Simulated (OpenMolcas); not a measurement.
**Ni⁴⁺ with 6 ligands (oxide): CASSCF levels and susceptibility**

Which state of Ni⁴⁺ lies lowest among these ligands, how large is the field, and what χT follows?

Method: state-averaged CASSCF, spin-orbit coupling by RASSI with atomic mean-field integrals. Code: OpenMolcas 26.06.

1 further run of the same task is left out (it didn't finish).

### 1 Starting point

```
Species                           : Ni⁴⁺ (nickel, Z = 28, 24 electrons)
Basis                             : ANO-RCC-VDZP [5s4p2d1f], 118 functions with the ligands
Scalar Hamiltonian                : DKH2, point nucleus
Inactive shells                   : 1s 2s 2p 3s 3p of the metal, and all ligand shells
Active space                      : 6 electrons in 5 orbitals (3d)
Some configurations of this space : 3d6
Orbitals                          : optimised for each spin and parity, averaged over all roots
```

Outer shells as boxes (Hund's rule):

3d6
```
3d [↑↓][↑ ][↑ ][↑ ][↑ ]
```

Ni⁴⁺ is taken with 6 ligands (oxide) in octahedron coordination (Oh) at 1.77 Å. A charge of +1.33 e stands 2.8 Å behind each ligand. Ligand basis ANO-RCC-VDZP. The distances are assumed, not relaxed.

```xyz
7

Ni    0.0000    0.0000    0.0000
O     1.7700    0.0000    0.0000
O     0.0000    1.7700    0.0000
O    -1.7700    0.0000    0.0000
O     0.0000   -1.7700    0.0000
O     0.0000    0.0000    1.7700
O     0.0000    0.0000   -1.7700
```

Each step is its own input file, run in one work folder so that later steps find the files of earlier ones. Labels, J, g values, rates, χT and fits are worked out afterwards by a script from the matrices that RASSI stores. The input lists half of the charges; inversion (Group=XYZ) makes the rest.

### 2 GATEWAY and SEWARD: basis and integrals

Input file a.inp:

```
&GATEWAY
Coord
7

Ni 0.0 0.0 0.0
O 1.770000 0.000000 0.000000
O 0.000000 1.770000 0.000000
O -1.770000 0.000000 0.000000
O 0.000000 -1.770000 0.000000
O 0.000000 0.000000 1.770000
O 0.000000 0.000000 -1.770000
Basis=Ni.ANO-RCC-VDZP,O.ANO-RCC-VDZP
Group=XYZ
NoMove
AngMom=0.0 0.0 0.0
AMFI
RICD
XField
3 Angstrom 0
4.570000 0.000000 0.000000 1.333333
0.000000 4.570000 0.000000 1.333333
0.000000 0.000000 4.570000 1.333333
&SEWARD
```

Run with:

```console
$ OMP_NUM_THREADS=1 MOLCAS_MEM=2457 MOLCAS_PROJECT=a pymolcas a.inp > a.log
```

### 3 CASSCF: quintets of even parity, 5 roots

Input file a.inp:

```
&RASSCF
FileOrb=start.orb
Symmetry=1
Spin=5
nActEl=6 0 0
Inactive=18 21
Ras2=5 0
CIRoot=5 5 1
SDav=5
CIMx=300
Iter=150 100
PrWF=0.3
OrbListing=Nothing
MaxOrb=0
LevShft=1.0
>>> COPY $Project.JobIph JOB001
```

start.orb holds start orbitals that the driver prepared beforehand, or those of the step before.

### 4 CASSCF: triplets of even parity, 45 roots

Input file a.inp:

```
&RASSCF
FileOrb=start.orb
Symmetry=1
Spin=3
nActEl=6 0 0
Inactive=18 21
Ras2=5 0
CIRoot=45 45 1
SDav=45
CIMx=300
Iter=150 100
PrWF=0.3
OrbListing=Nothing
MaxOrb=0
LevShft=1.0
>>> COPY $Project.JobIph JOB002
```

### 5 Reference wave functions, singlets of even parity, 50 roots

Input file a.inp:

```
&RASSCF
FileOrb=start.orb
Symmetry=1
Spin=1
nActEl=6 0 0
Inactive=18 21
Ras2=5 0
CIRoot=50 50 1
SDav=50
CIMx=300
Iter=150 100
PrWF=0.3
OrbListing=Nothing
MaxOrb=0
LevShft=1.0
>>> COPY $Project.JobIph JOB003
```

### 6 State interaction with spin-orbit coupling

Input file a.inp:

```
&RASSI
NrOfJobIphs=3 5 45 50
1 2 3 4 5
1 2 3 4 5 6 7 8 9 10 11 12 13 14 15 16 17 18 19 20 21 22 23 24 25 26 27
28 29 30 31 32 33 34 35 36 37 38 39 40 41 42 43 44 45
1 2 3 4 5 6 7 8 9 10 11 12 13 14 15 16 17 18 19 20 21 22 23 24 25 26 27
28 29 30 31 32 33 34 35 36 37 38 39 40 41 42 43 44 45 46 47 48 49 50
IphNames
JOB001
JOB002
JOB003
EJob
SpinOrbit
DIPRint=1.0
SOCoupling=1000.0
Subsets=2
Property=9
'ANGMOM' 1 'ANGMOM' 2 'ANGMOM' 3 'MLTPL  1' 1 'MLTPL  1' 2 'MLTPL  1' 3
'AMFI' 1 'AMFI' 2 'AMFI' 3
SOProperty=3
'ANGMOM' 1 'ANGMOM' 2 'ANGMOM' 3
```

Q: Predict the outcome of this session. Wanted: spin-free ground state; first state of the same spin within the active space; lowest level; next level.

As calculated:

| quantity | value |
| --- | --- |
| method | CASSCF |
| spin-free ground state | singlet, 1-fold in its orbital part |
| first state of the same spin within the active space | 1T2 at 12700 cm⁻¹ |
| lowest level | 1-fold |
| next level | 1451.2 cm⁻¹ |
| χT at 300 K | 0.06 cm³ K/mol |
| effective moment at 300 K | 0.68 μB |

The spin-free ground state (singlet) is 1-fold and has less than the highest spin computed. With metal d orbitals alone active, the gaps between spin states are rough; where two lie within a few thousand cm-1, their order is open. The bonds are covalent and no ligand orbital is active, so the numbers are rough. Bare point charges leave oxide and sulfide ligands too diffuse, so the field comes out too small.
